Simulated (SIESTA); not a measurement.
Write the native input for SIESTA 5.4.2 that does the following.

- Task: single point
- Functional: PBE
- Potentials or basis: PseudoDojo 0.4 standard (PBE files)
- Basis: DZP (energy shift 0.003 Ry; two zetas on semicore shells)
- Grid cutoff: 800 Ry
- Energy shift: 0.003 Ry
- k mesh: 5 × 5 × 4
- Occupations: fermi-dirac, width 0.05 eV
- Spin: no spin polarisation
- MPI ranks: 4

Crystal: HfIn4SiO6.

```xyz
12
Lattice="5.6987 0.0038 0.0156 -0.7051 6.1082 -0.0057 -2.7372 -1.3956 6.6308" Properties=species:S:1:pos:R:3 pbc="T T T"
Hf    0.2972   -0.0900    0.8831
In   -0.4860    5.0863    4.8335
In    2.9601   -0.6377    3.2997
In   -0.4663    2.2403    3.5350
In    2.4974    2.6606    1.3677
Si    2.2933    1.4988    5.6832
O     0.7088    1.2617    5.2639
O     3.2588    1.4387    4.3619
O     5.4139    1.6003    0.0368
O     2.4594    2.8937    6.5395
O    -0.6297   -0.1526    2.6118
O     2.1007    0.3624    1.4524
```

The cell was built by a generator and needn't be a form met in nature.

These files were run (other wordings do the same):

HfIn4SiO6.fdf

```
SystemName                      HfIn4SiO6
SystemLabel                     HfIn4SiO6
NumberOfSpecies                 4
NumberOfAtoms                   12
%block ChemicalSpeciesLabel
  1  72 Hf
  2  49 In
  3  14 Si
  4   8 O
%endblock ChemicalSpeciesLabel

LatticeConstant                 1.0 Ang
%block LatticeVectors
     5.6986700000     0.0038100000     0.0155900000
    -0.7050600000     6.1081500000    -0.0057500000
    -2.7371800000    -1.3955700000     6.6307600000
%endblock LatticeVectors
AtomicCoordinatesFormat         Fractional
%block AtomicCoordinatesAndAtomicSpecies
     0.1179300000     0.0155600000     0.1329200000  1  Hf
     0.3884200000     0.9990100000     0.7289100000  2  In
     0.7586500000     0.0084200000     0.4958600000  2  In
     0.2346100000     0.4884100000     0.5330000000  2  In
     0.5964900000     0.4821100000     0.2052800000  2  In
     0.8677800000     0.4402900000     0.8554400000  3  Si
     0.5531600000     0.3873800000     0.7929000000  4  O
     0.9345400000     0.3848300000     0.6559600000  4  O
     0.9841400000     0.2621800000     0.0034700000  4  O
     0.9908300000     0.6980600000     0.9845200000  4  O
     0.0866500000     0.0649300000     0.3937400000  4  O
     0.4868000000     0.1088300000     0.2179900000  4  O
%endblock AtomicCoordinatesAndAtomicSpecies

%block kgrid.MonkhorstPack
    5   0   0  0.0
    0   5   0  0.0
    0   0   4  0.0
%endblock kgrid.MonkhorstPack
XC.Functional                   GGA
XC.Authors                      PBE
PAO.BasisSize                   DZP
PAO.EnergyShift                 0.003 Ry
Mesh.Cutoff                     800 Ry
OccupationFunction              FD
ElectronicTemperature           0.05 eV
MaxSCFIterations                120
SCF.MustConverge                false
SCF.Mixer.Method                Pulay
SCF.Mixer.Weight                0.25
SCF.Mixer.History               8
SCF.DM.Tolerance                5.0e-05
SCF.H.Tolerance                 1.0e-03 eV
WriteForces                     true
Charge.Mulliken                 end
Charge.Hirshfeld                end
Charge.Voronoi                  end
SaveRho                         true
SaveElectrostaticPotential      true
%block PAO.Basis
  Hf 5
  n=5 0 2
    3.241 0.000
  n=6 0 2
    8.163 0.000
  n=5 1 2
    3.929 0.000
  n=6 1 1
    8.163
  n=5 2 2
    7.906 0.000
  In 4
  n=5 0 2
    6.996 0.000
  n=5 1 2
    9.500 0.000
  n=4 2 2
    4.106 0.000
  n=5 2 1
    9.500
%endblock PAO.Basis
Diag.ParallelOverK              true
```

Potentials or basis: PseudoDojo 0.4 standard (PBE files), DZP (energy shift 0.003 Ry; two zetas on semicore shells).

Launch:

```sh
$ mpirun -n 4 siesta HfIn4SiO6.fdf > HfIn4SiO6.out 2>&1
```

It gave:

- Pressure: 1.5 GPa
- Largest force: 0.398 eV/Å
- Band gap on the k mesh: 0.86 eV, indirect (least direct gap 1.12 eV)
- Hirshfeld charges: Hf +0.68; In +0.21, +0.23, +0.24, +0.29; Si +0.32; O -0.32, -0.31, -0.35, -0.36 e
- Voronoi charges: Hf +0.71; In +0.20, +0.22, +0.28; Si +0.43; O -0.34, -0.35, -0.31, -0.37, -0.39 e

Caveat: Mulliken charges of long-ranged orbitals can have an unphysical sign; short orbitals over semicore shells can move pressures by several GPa; spin-orbit coupling is left out, which moves the levels of the heavy elements; an odd mesh through Γ misses points on the zone boundary, where band edges often lie; the basis of atomic orbitals isn't converged, which shifts pressures, moduli and gaps.

It took 91 s on 4 MPI ranks on Arm Neoverse V2, with other jobs on the host, peak memory 0.53 GiB a rank.
